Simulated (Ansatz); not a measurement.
**CdH2S2: a ladder of functionals and wavefunction methods**

How much do the methods differ for CdH2S2? The plan is to run it at one geometry with functionals of several rungs and with coupled cluster, and see how far each lands from CCSD(T) at the basis-set limit for the atomisation energy.

Computed with Ansatz 0.2.0, Gaussian basis. Level: functionals in def2-TZVPP, the program's frozen cores in correlated methods.

Levels to be run: LDA (SPW92), PBE-D4, revPBE-D4, BLYP-D4, r2SCAN-D4, B97M-V, PBE0-D4, B3LYP-D4, r2SCANh-D4, r2SCAN0-D4, HSE06-D4, BHLYP-D4, CAM-B3LYP-D4, LC-ωPBE, ωB97X-V, ωB97M-V, B2PLYP, PBE-QIDH; CCSD(T)/def2-SVP; CCSD(T)/def2-TZVPP; MP2/def2-QZVPP; extrapolation to the limit; RPA on PBE.

## 1. The geometry

An earlier PBE0-D4 in a triple-zeta def2 set relaxation fixed the geometry. Cd takes the def2 core potential; no spin-orbit term is included.

SMILES `[SH][Cd][SH]`, 5 atoms, charge 0, spin multiplicity 1.

Atoms are counted from 1 here; the program's logs count them from 0.

Bond lengths: S1–Cd2 2.335 Å, S1–H4 1.344 Å, Cd2–S3 2.335 Å, S3–H5 1.344 Å. Angles: Cd2–S1–H4 93.3°, S1–Cd2–S3 179.0°, Cd2–S3–H5 93.3°.

As a file:

```mol
CdH2S2
  3D, bonds by distance, orders not assigned

  5  4  0  0  0  0  0  0  0  0999 V2000
   -0.8939   -1.7923   -1.2822 S   0  0
   -0.1397   -0.2078    0.2585 Cd  0  0
    0.5968    1.3539    1.8307 S   0  0
   -1.3397   -0.8599   -2.1417 H   0  0
    1.8264    1.4323    1.2933 H   0  0
  1  2  8  0
  2  3  8  0
  1  4  8  0
  3  5  8  0
M  END
```

## 2. LDA

This LDA is Slater exchange with PW92 correlation.

Input file in.yaml:

```yaml
crystal:
  periodic: [false, false, false]
  atoms:
    - {symbol: S, position_ang: [-0.893903, -1.792278, -1.282189]}
    - {symbol: Cd, position_ang: [-0.139749, -0.207798, 0.258532]}
    - {symbol: S, position_ang: [0.596769, 1.353926, 1.830702]}
    - {symbol: H, position_ang: [-1.339692, -0.859869, -2.141720]}
    - {symbol: H, position_ang: [1.826374, 1.432318, 1.293278]}
basis:
  gaussian: {orbitals: def2-TZVPP}
hamiltonian: {xc: lda}
output: {orbitals: {seedname: orbitals}}
```

The runs that follow: PBE-D4 (GGA); revPBE-D4 (GGA); BLYP-D4 (GGA); r2SCAN-D4 (meta-GGA); B97M-V (meta-GGA); PBE0-D4 (hybrid); B3LYP-D4 (hybrid); r2SCANh-D4 (hybrid); r2SCAN0-D4 (hybrid); HSE06-D4 (hybrid); BHLYP-D4 (hybrid); CAM-B3LYP-D4 (range-separated); LC-ωPBE-D4 (range-separated); ωB97X-V (range-separated); ωB97M-V (range-separated); B2PLYP (double hybrid); PBE-QIDH (double hybrid); CCSD(T) in def2-SVP; CCSD(T) in def2-TZVPP; MP2 in def2-QZVPP; RPA on PBE orbitals.

**Question.** What will the summary of the whole plan be? Wanted: atomisation energy, CCSD(T)/CBS; farthest beyond LDA; mean size of error, GGA; mean size of error, meta-GGA; mean size of error, hybrid; mean size of error, range-separated; mean size of error, double hybrid; gap, smallest and largest; T1 diagnostic.

As calculated:

```
                               quantity                                   value
        atomisation energy, CCSD(T)/CBS                          275.1 kcal/mol
functionals within 1.4 kcal/mol (0.5 %)  PBE0-D4, r2SCANh-D4, HSE06-D4, LC-ωPBE
                    farthest beyond LDA               BHLYP-D4 (-12.9 kcal/mol)
                mean size of error, GGA                            6.3 kcal/mol
           mean size of error, meta-GGA                            2.8 kcal/mol
             mean size of error, hybrid                            4.2 kcal/mol
    mean size of error, range-separated                            4.2 kcal/mol
      mean size of error, double hybrid                            7.0 kcal/mol
              gap, smallest and largest   3.84 eV (BLYP-D4), 10.77 eV (LC-ωPBE)
                          T1 diagnostic                                  0.0132
triples share of the correlation energy                                   3.5 %
```

What this shows: The LDA atomisation energy is off by 45.9 kcal/mol (17 %): it overbinds. PBE-D4 is off by +1.7 kcal/mol. Double hybrids carry the basis error of their MP2 part in triple zeta, and no dispersion term here, so their miss is partly the set-up's. Taken by rung, meta-GGA functionals do best (2.8 kcal/mol on average) and double hybrid ones worst beyond LDA (7.0 kcal/mol). Misses under about 1.4 kcal/mol are within the doubt on the reference itself, which lacks core-valence correlation, spin-orbit coupling and higher excitations. All levels share the lack of spin-orbit coupling, which lowers the free heavy atoms and so the true binding. Hartree-Fock recovers 67 % of the binding; the rest is correlation. CCSD(T) in def2-SVP is off by -28.1 kcal/mol, more than most functionals: a good method in a small basis is no reference. The gap grows from 3.8 to 10.8 eV across the functionals, mostly with the share of exact exchange. Correlated methods include outer-core shells of Cd, which these sets cover unevenly.
